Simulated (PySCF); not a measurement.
**C3H7NSi: electronic excitations at several levels of theory**

Aim: compute the electronic excitations of C3H7NSi (`[H]/N=C\[C@@H]1C[SiH2]1`) at several levels, and see how far they spread and what each costs.

Programs: PySCF 2.14.0, with density-fitted response routines of our own. Each step states its level of theory. These are calculated values for one molecule in the gas phase, unless marked as measured. Atoms count from 0, in the outputs and in this text.

## (1) The molecule as given

12 atoms, charge 0, multiplicity 1; geometry from: GFN2-xTB. The atoms were then displaced at random by about 0.01 Å, so the start is not that level's minimum.

Bonds of the start (Å): N0–C1 1.29, C1–C2 1.47, C2–C3 1.51, C3–Si4 1.90, Si4–C2 1.90, N0–H5 1.02, C1–H6 1.09, C2–H7 1.10, C3–H8 1.10, C3–H9 1.07, Si4–H10 1.44, Si4–H11 1.45.

## (2) Relaxing the molecule at PBE0-D3(BJ)/def2-SVP

What the job is given:

```
{"job": {"xc": "PBE0", "basis": "def2-SVP", "d3": "d3bj", "grid": 1, "shake": 0.01, "kind": "geom"}, "charge": 0, "multiplicity": 1}
N      2.266150    -1.211420     0.150120
C      1.206730    -0.548380     0.483250
C      0.239630     0.150640    -0.370520
C     -0.612980     1.230920     0.252540
Si    -1.600720    -0.317790    -0.233370
H      2.423100    -1.178790    -0.860880
H      1.003240    -0.536010     1.551660
H      0.646430     0.368500    -1.365700
H     -0.456310     1.440590     1.320310
H     -0.740770     2.139070    -0.305860
H     -2.368060    -0.312590    -1.449300
H     -1.966750    -1.253020     0.818720
```

Run with:

```bash
$ OMP_NUM_THREADS=1 python probes_run.py task.json out
```

This one command runs all jobs of the session in turn.

The log of the run:

```text
step   0  E = -462.16971980  max force = 0.031126
step   1  E = -462.17313933  max force = 0.010081
step   2  E = -462.17346621  max force = 0.007117
step   3  E = -462.17336994  max force = 0.007955
step   4  E = -462.17377738  max force = 0.001364
step   5  E = -462.17378957  max force = 0.000617
step   6  E = -462.17379900  max force = 0.000340
optimisation converged
```

Wall time 44 s (1 thread of Arm Neoverse N1, shared host); peak memory 0.46 GiB.

Along the way: (the energy doesn't fall at every step)

```
step  energy from step 0 (eV)  largest force component (eV/Å)
   0                   0.0000                          1.6006
   1                  -0.0931                          0.5184
   2                  -0.1019                          0.3660
   3                  -0.0993                          0.4091
   4                  -0.1104                          0.0701
   5                  -0.1107                          0.0317
   6                  -0.1110                          0.0175
```

Close pairs (by a distance rule), those that changed most:

```
   bond  before (Å)  after (Å)  change (Å)
 C3–Si4       1.900      1.850      -0.050
Si4–H10       1.438      1.483      +0.045
  C2–C3       1.511      1.542      +0.032
Si4–H11       1.454      1.482      +0.028
  N0–C1       1.293      1.270      -0.024
  C3–H9       1.074      1.095      +0.021
  C1–H6       1.088      1.107      +0.019
 C2–Si4       1.904      1.890      -0.014
```

The next job starts from the end point, and lists it.

```
                         at the end point                value
  point group (found at 0.08 Å tolerance)                   C1
rotational constants (GHz, main isotopes)  9.725, 2.332, 2.102
                        dipole moment (D)                 3.02
```

## (3) Excited states and response: PBE0/def2-TZVP

What the job is given:

```
{"job": {"kind": "uv", "xc": "PBE0", "basis": "def2-TZVP"}, "charge": 0, "multiplicity": 1}
N      2.441509    -0.857216     0.145010
C      1.289263    -0.447200     0.486727
C      0.238045     0.147733    -0.361872
C     -0.769162     1.126943     0.274566
Si    -1.542358    -0.473693    -0.237550
H      2.582813    -0.711328    -0.861792
H      1.018874    -0.553444     1.554964
H      0.572321     0.406962    -1.374963
H     -0.627326     1.319770     1.344526
H     -0.975413     2.040173    -0.292653
H     -2.334913    -0.546507    -1.488330
H     -1.853234    -1.485146     0.800408
```

With the program's defaults for keys left out, this is: TDDFT PBE0/def2-TZVP, vertical, gas phase, core orbitals frozen in the response.

The log of the run:

```text
coarse grid: 10288 points
cycle   1  E = -462.4071947776  dE =  5.055e-01  |g| = 4.754e-01  |ddm| = 2.580e+00
cycle   2  E = -462.3317975420  dE =  7.540e-02  |g| = 7.368e-01  |ddm| = 1.830e+00
cycle   3  E = -462.4649140890  dE = -1.331e-01  |g| = 8.442e-02  |ddm| = 1.256e+00
cycle   4  E = -462.4657935573  dE = -8.795e-04  |g| = 5.665e-02  |ddm| = 8.440e-02
cycle   5  E = -462.4665604971  dE = -7.669e-04  |g| = 9.508e-03  |ddm| = 5.191e-02
cycle   6  E = -462.4665846105  dE = -2.411e-05  |g| = 2.703e-03  |ddm| = 1.093e-02
cycle   7  E = -462.4665862579  dE = -1.647e-06  |g| = 5.109e-04  |ddm| = 3.225e-03
final grid: 94152 points
cycle   8  E = -462.4558755907  dE = -3.755e-05  |g| = 7.086e-03  |ddm| = 4.283e-02
cycle   9  E = -462.4558655108  dE =  1.008e-05  |g| = 9.193e-03  |ddm| = 1.674e-02
cycle  10  E = -462.4558878082  dE = -2.230e-05  |g| = 7.193e-04  |ddm| = 9.836e-03
cycle  11  E = -462.4558879432  dE = -1.351e-07  |g| = 2.617e-04  |ddm| = 8.130e-04
cycle  12  E = -462.4558879578  dE = -1.457e-08  |g| = 8.986e-05  |ddm| = 3.169e-04
cycle  13  E = -462.4558879594  dE = -1.575e-09  |g| = 3.723e-05  |ddm| = 1.122e-04
cycle  14  E = -462.4558879597  dE = -3.212e-10  |g| = 8.604e-06  |ddm| = 3.016e-05
converged SCF energy = -462.4558879597

Static polarisability (au): isotropic 71.151, principal 60.399 61.699 91.356

Singlet excitations
state   eV       nm        f      main configurations
  1   5.2458    236.3   0.02786   H->L 0.48, H-1->L 0.25, H->L+1 0.13
  2   5.9423    208.6   0.25395   H->L 0.45, H-1->L 0.35, H->L+1 0.11
  3   6.0990    203.3   0.01984   H->L+1 0.70, H-1->L 0.26
  4   6.3824    194.3   0.03392   H->L+2 0.91
  5   6.5690    188.7   0.00835   H-1->L+1 0.68, H-2->L 0.10, H-1->L 0.10
  6   6.7601    183.4   0.00583   H->L+3 0.90
  7   7.1122    174.3   0.07456   H-2->L 0.77
  8   7.3146    169.5   0.00417   H-1->L+2 0.81
  9   7.3258    169.2   0.02121   H->L+4 0.72, H-1->L+2 0.12
 10   7.5208    164.9   0.01317   H-1->L+3 0.51, H-2->L+1 0.29

Triplet excitations (Tamm-Dancoff, eV): 4.2462 4.6576 4.9023 6.0299
```

It took 37 s on 1 thread of Arm Neoverse N1, shared host; peak memory 0.83 GiB.

Frontier orbitals and where they lie:

```
orbital      eV                       atoms
 HOMO−3  -10.09   C1 22 %, C2 19 %, N0 16 %
 HOMO−2   -8.59  C3 33 %, N0 20 %, Si4 16 %
 HOMO−1   -7.58   N0 54 %, C1 14 %, C2 13 %
   HOMO   -6.93  Si4 27 %, N0 26 %, C2 19 %
   LUMO   -0.43  Si4 52 %, C1 16 %, N0 15 %
 LUMO+1    0.18  Si4 36 %, C1 19 %, N0 14 %
 LUMO+2    0.72    Si4 65 %, H9 6 %, C3 5 %
```

With each of the 10 states as a Gaussian band of 0.4 eV half-width at 1/e, the curve within the window shown has maxima at 208 nm (ε 12,000), 174 nm (ε 4,200) L/(mol cm). Beyond the last state computed it falls off for lack of states. The curve at chosen wavelengths:

(nm, ε (L/mol/cm)): (159, 655), (163, 1646), (168, 3297), (172, 4157), (176, 4079), (181, 3192), (185, 2776), (189, 3177), (194, 5024), (198, 7346), (202, 9738), (207, 11450), (211, 11118), (215, 9473), (219, 7227), (224, 4643), (228, 3183), (232, 2265), (237, 1615), (241, 1287), (245, 1020), (250, 726), (254, 522), (258, 356), (263, 205), (267, 125)

Ground-state properties from the same run:

```
           property  computed
  dipole moment (D)      3.22
polarisability (Å³)     10.54
 HOMO–LUMO gap (eV)      6.50
      −ε(HOMO) (eV)      6.93
```

## (4) TDDFT and polarisability: PBE0/aug-cc-pVDZ

Settings changed since step 3:

```diff
@@ -1,2 +1,2 @@
-{"job": {"kind": "uv", "xc": "PBE0", "basis": "def2-TZVP"}, "charge": 0, "multiplicity": 1}
+{"job": {"kind": "uv", "xc": "PBE0", "basis": "aug-cc-pVDZ"}, "charge": 0, "multiplicity": 1}
 N      2.441509    -0.857216     0.145010
```

With the program's defaults for keys left out, this is: TDDFT PBE0/aug-cc-pVDZ, vertical, gas phase, core orbitals frozen in the response.

The log of the run:

```text
coarse grid: 10288 points
cycle   1  E = -462.3336855118  dE =  5.439e-01  |g| = 4.496e-01  |ddm| = 8.165e+00
cycle   2  E = -462.2593855715  dE =  7.430e-02  |g| = 7.081e-01  |ddm| = 2.298e+00
cycle   3  E = -462.3883965516  dE = -1.290e-01  |g| = 8.022e-02  |ddm| = 1.264e+00
cycle   4  E = -462.3893931968  dE = -9.966e-04  |g| = 4.803e-02  |ddm| = 2.087e-01
cycle   5  E = -462.3899805113  dE = -5.873e-04  |g| = 7.748e-03  |ddm| = 1.056e-01
cycle   6  E = -462.3899974300  dE = -1.692e-05  |g| = 2.286e-03  |ddm| = 2.134e-02
cycle   7  E = -462.3899987458  dE = -1.316e-06  |g| = 4.344e-04  |ddm| = 5.333e-03
final grid: 94152 points
cycle   8  E = -462.4023726258  dE = -2.007e-05  |g| = 7.059e-03  |ddm| = 1.817e-01
cycle   9  E = -462.4023614364  dE =  1.119e-05  |g| = 9.387e-03  |ddm| = 3.867e-02
cycle  10  E = -462.4023862622  dE = -2.483e-05  |g| = 6.858e-04  |ddm| = 2.136e-02
cycle  11  E = -462.4023864006  dE = -1.384e-07  |g| = 1.815e-04  |ddm| = 2.075e-03
cycle  12  E = -462.4023864069  dE = -6.213e-09  |g| = 9.603e-05  |ddm| = 4.354e-04
cycle  13  E = -462.4023864089  dE = -2.012e-09  |g| = 2.931e-05  |ddm| = 1.924e-04
cycle  14  E = -462.4023864091  dE = -2.224e-10  |g| = 7.590e-06  |ddm| = 7.363e-05
converged SCF energy = -462.4023864091

Static polarisability (au): isotropic 75.618, principal 63.666 66.331 96.856

Singlet excitations
state   eV       nm        f      main configurations
  1   5.1887    239.0   0.03317   H->L 0.47, H-1->L 0.21, H->L+1 0.10
  2   5.7695    214.9   0.16444   H->L 0.43, H->L+1 0.24, H-1->L 0.14
  3   5.8339    212.5   0.00453   H->L+1 0.51, H->L+2 0.33, H-1->L 0.09
  4   5.9790    207.4   0.08869   H->L+2 0.45, H-1->L 0.36
  5   6.1876    200.4   0.01573   H->L+3 0.89
  6   6.3565    195.1   0.02154   H->L+4 0.43, H-1->L+1 0.32, H-1->L 0.09
  7   6.4288    192.9   0.01676   H->L+4 0.35, H-1->L+1 0.32, H->L+5 0.16
  8   6.5711    188.7   0.00690   H->L+5 0.69, H->L+4 0.10, H-1->L+2 0.09
  9   6.6766    185.7   0.00446   H-1->L+2 0.74
 10   6.8892    180.0   0.02312   H-1->L+3 0.51, H-1->L+4 0.19, H->L+6 0.18

Triplet excitations (Tamm-Dancoff, eV): 4.2442 4.6468 4.9189 5.7317
```

Wall time 33 s (1 thread of Arm Neoverse N1, shared host); peak memory 0.8 GiB.

Key values: HOMO -6.95 eV, LUMO -0.56 eV; lowest singlet 5.19 eV.

## (5) Ultraviolet spectrum: PBE0/def2-TZVPD

Settings changed since step 4:

```diff
@@ -1,2 +1,2 @@
-{"job": {"kind": "uv", "xc": "PBE0", "basis": "aug-cc-pVDZ"}, "charge": 0, "multiplicity": 1}
+{"job": {"kind": "uv", "xc": "PBE0", "basis": "def2-TZVPD"}, "charge": 0, "multiplicity": 1}
 N      2.441509    -0.857216     0.145010
```

With the program's defaults for keys left out, this is: TDDFT PBE0/def2-TZVPD, vertical, gas phase, core orbitals frozen in the response.

The log of the run:

```text
coarse grid: 10288 points
cycle   1  E = -462.4087422658  dE =  5.048e-01  |g| = 4.741e-01  |ddm| = 3.859e+00
cycle   2  E = -462.3313686390  dE =  7.737e-02  |g| = 7.406e-01  |ddm| = 2.593e+00
cycle   3  E = -462.4662129016  dE = -1.348e-01  |g| = 8.455e-02  |ddm| = 1.631e+00
cycle   4  E = -462.4670753366  dE = -8.624e-04  |g| = 5.710e-02  |ddm| = 1.116e-01
cycle   5  E = -462.4678575898  dE = -7.823e-04  |g| = 9.209e-03  |ddm| = 6.798e-02
cycle   6  E = -462.4678803600  dE = -2.277e-05  |g| = 2.632e-03  |ddm| = 1.641e-02
cycle   7  E = -462.4678819398  dE = -1.580e-06  |g| = 5.048e-04  |ddm| = 4.859e-03
final grid: 94152 points
cycle   8  E = -462.4571751074  dE = -4.031e-05  |g| = 7.101e-03  |ddm| = 2.068e-01
cycle   9  E = -462.4571647648  dE =  1.034e-05  |g| = 9.258e-03  |ddm| = 2.352e-02
cycle  10  E = -462.4571873942  dE = -2.263e-05  |g| = 7.064e-04  |ddm| = 1.372e-02
cycle  11  E = -462.4571875254  dE = -1.311e-07  |g| = 2.577e-04  |ddm| = 1.267e-03
cycle  12  E = -462.4571875399  dE = -1.459e-08  |g| = 7.686e-05  |ddm| = 4.629e-04
cycle  13  E = -462.4571875410  dE = -1.107e-09  |g| = 3.869e-05  |ddm| = 1.478e-04
cycle  14  E = -462.4571875414  dE = -3.373e-10  |g| = 9.143e-06  |ddm| = 4.635e-05
converged SCF energy = -462.4571875414

Static polarisability (au): isotropic 75.118, principal 63.413 65.957 95.983

Singlet excitations
state   eV       nm        f      main configurations
  1   5.1861    239.1   0.03188   H->L 0.48, H-1->L 0.22, H->L+1 0.14
  2   5.8028    213.7   0.20680   H->L 0.45, H->L+1 0.23, H-1->L 0.21
  3   5.9312    209.0   0.02168   H->L+1 0.54, H-1->L 0.28, H->L+2 0.12
  4   6.0783    204.0   0.04592   H->L+2 0.76, H-1->L 0.12
  5   6.3597    195.0   0.00649   H->L+3 0.81, H->L+4 0.12
  6   6.4132    193.3   0.01833   H-1->L+1 0.60, H-1->L 0.11, H->L+4 0.10
  7   6.6127    187.5   0.01812   H->L+4 0.69, H-1->L+1 0.11, H->L+3 0.10
  8   6.8763    180.3   0.00857   H->L+5 0.51, H-1->L+2 0.26, H-2->L 0.16
  9   6.9379    178.7   0.00747   H-1->L+2 0.64, H->L+5 0.17, H-2->L 0.10
 10   7.0413    176.1   0.04421   H-2->L 0.48, H->L+5 0.23, H-1->L+4 0.09

Triplet excitations (Tamm-Dancoff, eV): 4.2228 4.6399 4.8534 5.8263
```

Run time: 54 s. Hardware: 1 thread of Arm Neoverse N1, shared host; peak memory 0.94 GiB.

This run: HOMO -6.95 eV, LUMO -0.55 eV; lowest singlet 5.19 eV.

## (6) Ultraviolet spectrum: PBE0/6-31+G*

Settings changed since step 5:

```diff
@@ -1,2 +1,2 @@
-{"job": {"kind": "uv", "xc": "PBE0", "basis": "def2-TZVPD"}, "charge": 0, "multiplicity": 1}
+{"job": {"kind": "uv", "xc": "PBE0", "basis": "6-31+G*"}, "charge": 0, "multiplicity": 1}
 N      2.441509    -0.857216     0.145010
```

Method: TDDFT PBE0/6-31+G*, vertical, gas phase, core orbitals frozen in the response.

The log of the run:

```text
coarse grid: 10288 points
cycle   1  E = -462.3599743823  dE =  5.305e-01  |g| = 4.483e-01  |ddm| = 3.910e+00
cycle   2  E = -462.2906266624  dE =  6.935e-02  |g| = 6.918e-01  |ddm| = 3.788e+00
cycle   3  E = -462.4147561787  dE = -1.241e-01  |g| = 8.116e-02  |ddm| = 2.724e+00
cycle   4  E = -462.4157711468  dE = -1.015e-03  |g| = 4.870e-02  |ddm| = 1.871e-01
cycle   5  E = -462.4163748458  dE = -6.037e-04  |g| = 7.027e-03  |ddm| = 1.133e-01
cycle   6  E = -462.4163880011  dE = -1.316e-05  |g| = 2.281e-03  |ddm| = 2.819e-02
cycle   7  E = -462.4163893031  dE = -1.302e-06  |g| = 4.112e-04  |ddm| = 7.354e-03
final grid: 94152 points
cycle   8  E = -462.3655420682  dE = -1.558e-05  |g| = 7.073e-03  |ddm| = 5.470e-02
cycle   9  E = -462.3655308907  dE =  1.118e-05  |g| = 9.436e-03  |ddm| = 3.714e-02
cycle  10  E = -462.3655561027  dE = -2.521e-05  |g| = 5.897e-04  |ddm| = 2.170e-02
cycle  11  E = -462.3655561999  dE = -9.721e-08  |g| = 1.510e-04  |ddm| = 1.452e-03
cycle  12  E = -462.3655562052  dE = -5.311e-09  |g| = 3.827e-05  |ddm| = 3.678e-04
cycle  13  E = -462.3655562056  dE = -4.175e-10  |g| = 1.787e-05  |ddm| = 1.240e-04
converged SCF energy = -462.3655562056

Static polarisability (au): isotropic 69.991, principal 58.668 60.251 91.053

Singlet excitations
state   eV       nm        f      main configurations
  1   5.2826    234.7   0.03681   H->L 0.46, H-1->L 0.20, H->L+1 0.15
  2   5.8270    212.8   0.16970   H->L 0.44, H->L+1 0.38, H-1->L 0.11
  3   5.9536    208.3   0.01989   H->L+2 0.58, H->L+1 0.22, H-1->L 0.14
  4   6.0672    204.4   0.08696   H-1->L 0.38, H->L+2 0.35, H->L+1 0.18
  5   6.3673    194.7   0.00962   H->L+3 0.88
  6   6.4357    192.7   0.03064   H-1->L+1 0.57, H->L+4 0.15, H-1->L 0.11
  7   6.6372    186.8   0.01684   H->L+4 0.66, H-1->L+1 0.12
  8   6.7927    182.5   0.00317   H-1->L+2 0.53, H->L+5 0.31
  9   6.8522    180.9   0.01125   H->L+5 0.52, H-1->L+2 0.37
 10   7.0596    175.6   0.03661   H-2->L 0.59, H-1->L+3 0.17, H-1->L+4 0.12

Triplet excitations (Tamm-Dancoff, eV): 4.2815 4.6899 4.9235 5.8456
```

It took 16 s on 1 thread of Arm Neoverse N1, shared host; peak memory 0.59 GiB.

Key values: HOMO -6.95 eV, LUMO -0.50 eV; lowest singlet 5.28 eV.

## (7) Run by run: electronic excitations

Excitations and ground-state properties, with basis size and wall time:

```
             run  lowest singlet (eV)  brightest (eV)      f  gap (eV)  α (Å³)  μ (D)  functions  time
  PBE0/def2-TZVP                 5.25            5.94  0.254      6.50   10.54   3.22        203  37 s
PBE0/aug-cc-pVDZ                 5.19            5.77  0.164      6.39   11.21   3.24        182  33 s
 PBE0/def2-TZVPD                 5.19            5.80  0.207      6.41   11.13   3.26        254  54 s
    PBE0/6-31+G*                 5.28            5.83  0.170      6.45   10.37   3.40        108  16 s
```

## (8) What came out

```
                                quantity                        value
                             point group                           C1
    rotational constants (main isotopes)         9.73, 2.33, 2.10 GHz
         lowest singlet (PBE0/def2-TZVP)  5.25 eV (236 nm), f = 0.028
brightest single state of those computed  state 2, 5.94 eV, f = 0.254
                          lowest triplet                      4.25 eV
             range of the lowest singlet              5.19 to 5.28 eV
```

**Reading.** Single values in the summary come from the first sound run of each kind (PBE0/def2-TZVP), which need not be the best level. The start of the PBE0/def2-SVP relaxation was shaken at random by about 0.01 Å, so part of the energy gained, and of the first lengths quoted, undoes that. Over 6 steps the energy fell by 0.111 eV; of the close pairs, C3–Si4 changed most, 1.900 to 1.850 Å. The lowest singlet, at 5.25 eV, is HOMO→LUMO 0.48, HOMO−1→LUMO 0.25 and is weak; of the 10 states computed, the strongest absorption comes from state 2 at 5.94 eV. The lowest triplet lies 1.00 eV below the lowest singlet (triplets in Tamm-Dancoff, singlets in full TDDFT). The lowest singlet runs from 5.19 eV (PBE0/def2-TZVPD) to 5.28 eV (PBE0/6-31+G*), while the orbital gap spans 6.39 to 6.50 eV. The lowest state need not be the same one in every run.
